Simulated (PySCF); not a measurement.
# H6N2Sm (Sm(NH3)22+): the cost of one run

The runs use PySCF 2.14.0; several levels, as the steps say, no spin–orbit coupling.

3 further runs of the same task are left out: 2 for a known fault of the program, 1 that didn't finish.

### Step 1. The starting structure

9 atoms, charge 2, spin multiplicity 1.

Bond lengths: Sm1–N2 2.636 Å, Sm1–N6 2.636 Å, N2–H3 1.028 Å, N2–H4 1.028 Å, N2–H5 1.028 Å, N6–H7 1.028 Å, N6–H8 1.028 Å, N6–H9 1.028 Å. Angles: N2–Sm1–N6 110.5°, Sm1–N2–H3 115.3°, Sm1–N2–H4 115.3°, Sm1–N2–H5 114.8°, H3–N2–H4 103.4°, H3–N2–H5 103.3°, H4–N2–H5 103.3°, Sm1–N6–H7 114.9°, Sm1–N6–H8 114.9°, Sm1–N6–H9 115.5°, H7–N6–H8 103.3°, H7–N6–H9 103.3°, H8–N6–H9 103.3°.

As a file:

```xyz
9
charge 2, multiplicity 1
Sm   -0.0134   -1.3008   -0.0001
N     0.0021    0.2007    2.1665
H     0.8154    0.8222    2.2637
H    -0.7982    0.8389    2.2637
H    -0.0033   -0.3215    3.0525
N     0.0021    0.2012   -2.1663
H     0.8068    0.0536   -2.7893
H    -0.8055    0.0702   -2.7893
H     0.0125    1.2158   -2.0015
```

Formal oxidation states: Sm +2. Each metal's 6 4f electrons lie in its core potential, so multiplicities, spins and levels count the valence alone. An earlier session relaxed this geometry at PBE0, Sm lcecp-0-SVP with ECP52, N def2-SVP, H def2-SVP (singlet, point group Cs).

At PBE0 on the finer grid: E = -141.266044 Eh, frontier levels not given, since the 4f levels lie in the core, Mulliken charge on Sm1 +1.49 e, largest force component 0.008 eV/Å. 

Levels to run: BLYP; BP86; wB97X; TPSSh; PBE0, TZVP. Hardware: 2 threads of Arm Neoverse V2, shared host.

### Step 2. BLYP

run.py (the lines that set the calculation)

```python
mol = gto.M(atom='''
Sm    -0.01342    -1.30080    -0.00014
N      0.00207     0.20068     2.16648
H      0.81537     0.82223     2.26374
H     -0.79823     0.83887     2.26374
H     -0.00332    -0.32150     3.05249
N      0.00207     0.20117    -2.16628
H      0.80681     0.05356    -2.78925
H     -0.80554     0.07019    -2.78925
H      0.01254     1.21575    -2.00153''',
    basis={'Sm': 'lcecp-0-SVP', 'N': 'def2-SVP', 'H': 'def2-SVP'},
    ecp={'Sm': 'lcecp-0-SVP'},
    charge=2, spin=0)
mf = dft.RKS(mol, xc='BLYP')
mf.grids.atom_grid = (75, 302)  # f atoms: unpruned, at least (60, 302)
mf = mf.density_fit()  # fitting sets: Sm AutoAux, N def2-universal-JKFIT, H def2-universal-JKFIT
mf.conv_tol = 1e-08; mf.max_cycle = 55
mf.kernel(dm0)  # dm0: the density of the relaxed state
```

Run with:

```
$ OMP_NUM_THREADS=2 python run.py
```

**Question.** How long does this run take on 2 threads of Arm Neoverse V2, shared host?

About 3.8 s.
